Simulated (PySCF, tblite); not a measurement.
# C3H9BrOSi2: geometry, infrared bands and NMR shifts

What infrared bands and NMR shifts should C3H9BrOSi2 (`C[Si@@H]1CC[Si@@H](Br)O1`) show?

Programs: tblite 0.8.0 and PySCF 2.14.0, with density-fitted response routines of our own. Each step states its level of theory. These are calculated values for one molecule in the gas phase, unless marked as measured. Atoms are numbered from 0 throughout.

## Step 1: Starting geometry

16 atoms, charge 0, multiplicity 1; geometry from: force field or distance geometry start.

Bonds of the start (Å): C0–Si1 1.89, Si1–C2 1.84, C2–C3 1.50, C3–Si4 1.86, Si4–Br5 2.25, Si4–O6 1.71, O6–Si1 1.71, C0–H7 1.10, C0–H8 1.12, C0–H9 1.11, Si1–H10 1.47, C2–H11 1.09, C2–H12 1.10, C3–H13 1.09, C3–H14 1.12, Si4–H15 1.47.

## Step 2: Optimising the geometry with GFN2-xTB

Job settings and geometry (Å):

```
{"job": {"kind": "relax", "xc": "GFN2-xTB", "basis": "xTB"}, "charge": 0, "multiplicity": 1}
C      2.239100    -0.807000     0.550200
Si     0.551300    -0.801900    -0.293900
C      0.013600     0.939900    -0.557700
C     -1.056300     1.251100     0.453600
Si    -1.791100    -0.365300     1.024100
Br    -3.767200    -0.832500     0.065000
O     -0.601100    -1.556600     0.717200
H      3.002800    -1.210200    -0.131800
H      2.188000    -1.420000     1.483500
H      2.523900     0.230400     0.831500
H      0.692500    -1.521200    -1.568900
H      0.830800     1.655100    -0.447300
H     -0.440500     1.082500    -1.551200
H     -1.833600     1.929500     0.117100
H     -0.578800     1.721400     1.351500
H     -1.981000    -0.286300     2.480700
```

Started as:

```bash
$ OMP_NUM_THREADS=1 python probes_run.py task.json out
```

One launch serves the whole session: the jobs run in the order shown.

**Question.** This job is followed by: GFN2-xTB harmonic vibrations, gas phase; GIAO PBE0/pcSseg-1 NMR shielding, non-relativistic, gas phase. Predict these results of the whole session: strongest single infrared mode (GFN2-xTB); zero-point energy (GFN2-xTB); 13C shifts against TMS (PBE0/pcSseg-1); 1H shifts against TMS (PBE0/pcSseg-1, means over atoms taken as alike); 29Si shifts against TMS (PBE0/pcSseg-1); 79Br shifts against HBr (PBE0/pcSseg-1); 17O shifts against H2O (PBE0/pcSseg-1); surface potential, 1st and 99th percentile.

**Answer**, as computed:

| quantity | value |
| --- | --- |
| strongest single infrared mode (GFN2-xTB) | 942 cm⁻¹, 473 km/mol |
| zero-point energy (GFN2-xTB) | 72.3 kcal/mol |
| 13C shifts against TMS (PBE0/pcSseg-1) | 15.7, 8.1, 0.1 ppm |
| 1H shifts against TMS (PBE0/pcSseg-1, means over atoms taken as alike) | 5.75, 5.32, 1.37, 1.27, 1.03, 0.97, 0.20 ppm |
| 29Si shifts against TMS (PBE0/pcSseg-1) | 18.7, 16.3 ppm |
| 79Br shifts against HBr (PBE0/pcSseg-1) | 77 ppm |
| 17O shifts against H2O (PBE0/pcSseg-1) | 93.3 ppm |
| surface potential, 1st and 99th percentile | -1.20 V and 1.29 V |

What this shows: The optimisation took 113 steps and gained 0.644 eV; among the close pairs (by a distance rule), Si4–O6 changed most, from 1.712 to 1.621 Å. All 42 modes are real, so the xTB geometry is a minimum. The strongest single mode, at 942 cm⁻¹, moves mainly O6. GFN2-xTB is a fitted tight-binding method: band positions and strengths are rough. Its intensities can rank the bands wrongly. At PBE0/pcSseg-1: The widest tensor belongs to Br5: span 632 ppm, with a paramagnetic part of -580 ppm. Spin-orbit coupling is left out, which matters for shieldings and couplings at and beside the heavy atoms.
